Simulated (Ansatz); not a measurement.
Write a Python script for the Ansatz DFT code, driven from Python that makes a polarisability from point charges of CH6NSSb, SMILES [NH2][SbH][CH2]S. Settings (for the species named): MP2, def2-SVPD basis, multiplicity 1.

Input file `ch6nssb.xyz`:
```text
10

N    -1.77650    0.81650   -0.46910
Sb    0.25660    0.99370   -0.58970
C     0.46420   -0.82840    0.53400
S     2.28420   -1.40460    0.41180
H    -2.20440    1.57100   -1.15540
H    -2.09580    1.17690    0.48100
H     0.32750    0.12000   -2.10950
H    -0.14840   -1.58700    0.13680
H     0.25190   -0.62340    1.65460
H     2.72370   -0.28590    1.10850
```

Script `field_ch6nssb.py`:
```python
# -*- coding: utf-8 -*-
"""Dipole of CH6NSSb in the field of point charges."""

import ansatz as az
import numpy as np

BASIS = "def2-SVPD"
LEVEL = "MP2"


def main():
    geometry = az.Crystal.molecule_from_extxyz("ch6nssb.xyz")

    calc = (
        geometry.calculation()
        .basis(gaussian=BASIS)
        .correlation(LEVEL, electrons="valence")  # correlation on top of the mean field
        .scf(lower_state_search="standard")
        .forces()  # minus the gradient of the free energy
    )
    # charges +q and -q at -R and +R make a nearly even field 2 k q / R^2 at the centre
    centre = np.mean([site.position_ang for site in geometry.cartesian_sites], axis=0)
    field = 2 * 14.399645 * 3.0 / 40.0 ** 2


    def dipole(axis, sign):
        arm = 40.0 * np.eye(3)[axis]
        pair = [{"charge": sign * 3.0, "position_ang": (centre - arm).tolist()}, {"charge": -sign * 3.0, "position_ang": (centre + arm).tolist()}]
        deck = calc.input().set(az.key.basis.gaussian.point_charges, pair)
        return np.array(az.Session.from_dict(deck).plan().execute().report["charge_distribution"]["dipole_moment_e_ang"])


    print(f"field {field:.4f} V/A")
    alpha = np.array([(dipole(axis, 1) - dipole(axis, -1)) / (2 * field) * 14.399645 for axis in range(3)])
    print("polarisability tensor (A^3)")
    print(np.array2string(alpha, precision=3, suppress_small=True))
    print(f"mean {np.trace(alpha) / 3:.3f} A^3 = {np.trace(alpha) / 3 / 0.14818471:.2f} bohr^3")


if __name__ == "__main__":
    main()
```

Running `python field_ch6nssb.py` prints:
```text
field 0.0540 V/A
polarisability tensor (A^3)
[[14.921 -2.059  0.73 ]
 [-2.044 13.032 -1.068]
 [ 0.719 -1.06  12.077]]
mean 13.344 A^3 = 90.05 bohr^3
```

Caveats:
- These settings explore the input space; basis and method may be short of convergence.
- The geometry is a force-field or estimated start, not a minimum of this method, and the basis set is short of its limit. The field of two point charges is only nearly even.
- def2 sets replace the cores of elements past krypton by effective core potentials.
- The whole script took 100 s on 1 thread of Intel(R) Xeon(R) Platinum 8259CL CPU @ 2.50GHz (Skylake/Cascade Lake), on a shared host, peak memory 0.59 GiB.

(A comment or docstring line of the script was reworded after the run, the code is as it ran; lines on the test bed's own set-up are left out of the output.)
